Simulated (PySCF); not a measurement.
**V₂S: singlet, from a B3LYP minimum start**

The task is one start of a wider search on V₂S: the singlet, from a B3LYP minimum start. It is relaxed, tested by its Hessian and followed downhill if it is a saddle.

The runs use PySCF 2.14.0; B3LYP, basis S def2-SVP, V def2-SVP, no relativity, density fitting.

**1. The system as given**

3 atoms, charge 0, spin multiplicity 1.

Bond lengths: S1–V2 2.220 Å, S1–V3 2.220 Å, V2–V3 1.759 Å. Angles: V2–S1–V3 46.7°, S1–V2–V3 66.7°, S1–V3–V2 66.7°.

```xyz
3
charge 0 multiplicity 1
S     0.0185   -1.5513    0.0000
V    -0.0058    0.4868    0.8793
V    -0.0058    0.4868   -0.8793
```

**2. First SCF at the start**

One driver script runs all steps and calls PySCF; scf.py shows how it sets up the SCF of each step. The optimiser is the driver's own. After this first run the driver tries any further starts and a stability analysis.

File scf.py:

```python
from pyscf import gto, scf, dft
mol = gto.M(atom='''
S      0.018497    -1.551349     0.000000
V     -0.005804     0.486808     0.879319
V     -0.005804     0.486808    -0.879319''',
    basis={'S': 'def2-SVP', 'V': 'def2-SVP'},
    charge=0, spin=0)
mf = dft.RKS(mol, xc='B3LYP')
mf.grids.atom_grid = (50, 194)
aux = {'S': 'def2-universal-JKFIT', 'V': 'def2-universal-JKFIT'}
mf = mf.density_fit(auxbasis=aux)
mf.conv_tol = 1e-08
mf.diis_space = 10
mf.max_cycle = 60
mf.init_guess = 'minao'
mf.verbose = 4
mf.kernel()
```

Command:

```
OMP_NUM_THREADS=2 python axn.py task.json out
```

What it wrote, shortened:

```text
[... the frontier levels of the middle cycles are left out ...]
init E= -2286.18211168203
  HOMO = -0.368757617218614  LUMO = -0.332795877959331  gap/eV = 0.97857
cycle= 1 E= -2284.71663494753  delta_E= 1.47  |g|= 2.03  |ddm|= 3.76
  HOMO = 0.196169787649396  LUMO = 0.220976094474901  gap/eV = 0.67501
cycle= 2 E= -2276.07672896459  delta_E= 8.64  |g|= 3.98  |ddm|=  154
  HOMO = -0.310447190907337  LUMO = -0.241801051601233  gap/eV = 1.86796
cycle= 3 E= -2285.53664859425  delta_E= -9.46  |g|= 0.934  |ddm|=  154
cycle= 4 E= -2285.78086895847  delta_E= -0.244  |g|= 0.299  |ddm|= 1.17
cycle= 5 E= -2285.79951134683  delta_E= -0.0186  |g|= 0.155  |ddm|= 0.443
cycle= 6 E= -2285.80623587364  delta_E= -0.00672  |g|= 0.0607  |ddm|= 0.257
cycle= 7 E= -2285.80727293903  delta_E= -0.00104  |g|= 0.0147  |ddm|= 0.081
cycle= 8 E= -2285.807342597  delta_E= -6.97e-05  |g|= 0.00794  |ddm|= 0.0261
cycle= 9 E= -2285.80736533043  delta_E= -2.27e-05  |g|= 0.00104  |ddm|= 0.0156
cycle= 10 E= -2285.80736598744  delta_E= -6.57e-07  |g|= 0.000379  |ddm|= 0.00317
cycle= 11 E= -2285.80736604415  delta_E= -5.67e-08  |g|= 0.000228  |ddm|= 0.000767
cycle= 12 E= -2285.80736596256  delta_E= 8.16e-08  |g|= 0.000781  |ddm|= 0.000451
cycle= 13 E= -2285.80736605973  delta_E= -9.72e-08  |g|= 1.62e-05  |ddm|= 0.000445
cycle= 14 E= -2285.80736606011  delta_E= -3.74e-10  |g|= 5.92e-06  |ddm|= 7.69e-05
  HOMO = -0.173540327011514  LUMO = -0.0761536549617947  gap/eV = 2.65003
Extra cycle  E= -2285.80736606014  delta_E= -2.91e-11  |g|= 7.43e-06  |ddm|= 2.35e-05
converged SCF energy = -2285.80736606014
```

This step, with its further starts and checks, ran for 4.7 s (2 threads of Arm Neoverse N1, shared host).

The test of internal stability found no lower closed-shell solution.

**3. B3LYP minimum start, singlet: relaxation**

The program finds C2v symmetry in the start, which this walk keeps. Threshold on the gradient: 0.0003 Eh/bohr, with a further test on the energy change.

scf.py, as its differences from that of step 2:

```diff
@@ -15 +14,0 @@
-mf.init_guess = 'minao'
```

The optimiser's trace:

```csv
step,energy (Eh),change (kJ/mol),largest symmetric gradient (Eh/bohr)
0,-2285.807366,0.00,0.00003
```

The walk took 2.1 s.

Positions (Å) and forces (eV/Å) along the way:

```
step 0
S    0.018  -1.551   0.000  -0.001   0.000   0.000
V   -0.006   0.487   0.879   0.001   0.000   0.002
V   -0.006   0.487  -0.879   0.001   0.000  -0.002
```

It settles in C2v symmetry, 0.0 kJ/mol below the start, after 0 steps: S–V 2.220 Å (×2), V–V 1.759 Å; S–V–V 66.7° (×2), V–S–V 46.7°.

**4. Is it a minimum? Harmonic modes**

On the finer grid the gradient is checked again; gradients at displacements of ±0.02 bohr then give force constants and infrared intensities.

scf.py, as its differences from that of step 3:

```diff
@@ -3,3 +3,3 @@
-S      0.018497    -1.551349     0.000000
-V     -0.005804     0.486808     0.879319
-V     -0.005804     0.486808    -0.879319''',
+S      0.018496    -1.551269     0.000000
+V     -0.005804     0.486768     0.879306
+V     -0.005804     0.486768    -0.879306''',
@@ -9 +9 @@
-mf.grids.atom_grid = (50, 194)
+mf.grids.atom_grid = (75, 302)
@@ -12 +12 @@
-mf.conv_tol = 1e-08
+mf.conv_tol = 1e-10
```

This SCF starts from the last density.

SCF at the final geometry:

```text
init E= -2285.80722198091
  HOMO = -0.173539011879411  LUMO = -0.0761517920451587  gap/eV = 2.65004
cycle= 1 E= -2285.80722198088  delta_E= 3.82e-11  |g|= 1.21e-05  |ddm|= 1.58e-05
  HOMO = -0.173536476823709  LUMO = -0.0761490658349095  gap/eV = 2.65005
cycle= 2 E= -2285.80722198025  delta_E= 6.27e-10  |g|= 5.18e-05  |ddm|= 5.57e-05
  HOMO = -0.173538107273984  LUMO = -0.0761508579861498  gap/eV = 2.65004
cycle= 3 E= -2285.80722198065  delta_E= -4.03e-10  |g|= 4.09e-05  |ddm|= 4.65e-05
  HOMO = -0.173538498464539  LUMO = -0.0761512816409815  gap/eV = 2.65004
cycle= 4 E= -2285.80722198092  delta_E= -2.7e-10  |g|= 5.78e-07  |ddm|= 1.99e-05
  HOMO = -0.173538466112992  LUMO = -0.0761512194113081  gap/eV = 2.65004
cycle= 5 E= -2285.80722198093  delta_E= -1.18e-11  |g|= 4.77e-08  |ddm|= 8.51e-07
  HOMO = -0.173538467807062  LUMO = -0.0761512182186443  gap/eV = 2.65004
Extra cycle  E= -2285.80722198092  delta_E= 1.18e-11  |g|= 3.84e-08  |ddm|= 2.58e-07
converged SCF energy = -2285.80722198092
```

The whole step took 32 s.

Geometry: C2v; S–V 2.220 Å (×2), V–V 1.759 Å; S–V–V 66.7° (×2), V–S–V 46.7°.

Modes, for the most abundant isotopes:

```
symmetry  ω (cm⁻¹)  IR (km/mol)  μ (u)
      b2       296          0.3  42.53
      a1       482         37.5  35.72
      a1       671          3.9  49.68
```

No imaginary mode, so this is a minimum.

Constants and moments:

```yaml
Dipole_moment: 3.95 D
Highest_occupied_level: -4.72 eV
Lowest_empty_level: -2.07 eV
Rotational_constants: 0.214, 0.1668, 0.09372 cm⁻¹
Zero-point_energy: 8.7 kJ/mol
Principal_polarisabilities: 61.1, 91.0, 142.0 bohr³
Atomisation_energy_without_zero-point_energy: 631 kJ/mol
Principal_traceless_quadrupole_moments_about_the_centre_of_mass: -3.47, -2.38, 5.85 D Å
Entropy_at_298.15_K_and_1_bar: 282.0 J/(mol K)
Heat_capacity_Cp_at_298.15_K: 49.4 J/(mol K)
Enthalpy_at_298.15_K_above_0_K: 11.98 kJ/mol
Rotational_symmetry_number: 2
```

Populations by atom (charges in e):

| atom | Mulliken | Löwdin | polar tensor | Mayer order to S1 |
| --- | --- | --- | --- | --- |
| S1 | -0.31 | -0.01 | -0.53 | – |
| V2,3 | 0.16 | 0.00 | 0.27 | 1.21 |

Mulliken populations on S1: s 5.88, p 10.40, d 0.03.

**5. Would spin polarisation lower it?**

At the lowest minimum the closed shell is tested against spin polarisation, on the (50, 194) grid. It is unstable: an open-shell solution lies lower. That solution was not followed to a minimum here.

**6. What came out**

| quantity | value |
| --- | --- |
| minimum | singlet, C2v (closed shell, unstable towards spin polarisation) |
| geometry | S–V 2.220 Å (×2), V–V 1.759 Å; S–V–V 66.7° (×2), V–S–V 46.7° |
| wavenumbers (cm⁻¹) | 296 (b2), 482 (a1), 671 (a1) |
| dipole moment | 3.95 D |
| highest occupied, lowest empty level | -4.72, -2.07 eV |
| polar-tensor charge of S1 | -0.53 e |
| zero-point energy | 8.7 kJ/mol |

What this shows: The B3LYP minimum start keeps its C2v symmetry and ends in a minimum. In the infrared the band at 482 cm⁻¹ (a1) leads. Only this shape and spin were tried, so other structures or states may lie lower. Spin polarisation would lower this closed shell, so its numbers describe a constrained state.

The search up to here ran for 60 s (2 threads of Arm Neoverse N1, shared host).
